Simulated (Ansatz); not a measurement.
The system is NiMoIrPdW.

```
Ni Mo Pd Ir W
1.0
    -1.37004    1.37004    9.71647
     1.37004   -1.37004    9.71647
     1.37004    1.37004   -9.71647
Ni Mo Pd Ir W
1 1 1 1 1
Direct
  0.19862 0.19862 0.00000
  0.60922 0.60922 0.00000
  0.79310 0.79310 0.00000
  0.39944 0.39944 0.00000
  0.99565 0.99565 0.00000
```

The cell was built by a generator and needn't be a form met in nature.

Program: Ansatz 0.2.0. Alike in all runs: potentials or basis Ansatz PAW; spin collinear, ferromagnetic start; cell as given; cutoff (eV) 420; smearing fermi-dirac 0.05 eV.

Order these runs on this cell by their pressure, lowest first.
A. level HSE03; k mesh 6 × 6 × 6; mesh quality coarse
B. level LDA; k mesh 13 × 13 × 13; points for each segment of the path 14; mesh quality not flagged
C. level BLYP; k mesh 13 × 13 × 13; points for each segment of the path 14; mesh quality not flagged

B (-14.7 GPa), A (-7.3 GPa), C (11.2 GPa).

Caveats: some runs use coarse meshes; the PAW data sets come from PBE, with cores solved anew for the run's functional, which leaves a small shift of forces and pressure; the starting moments weren't kept; the magnetic or orbital state may not be the lowest (some runs); the thresholds are loose for stress (some runs).

Runs at the PBE level aren't shown here.
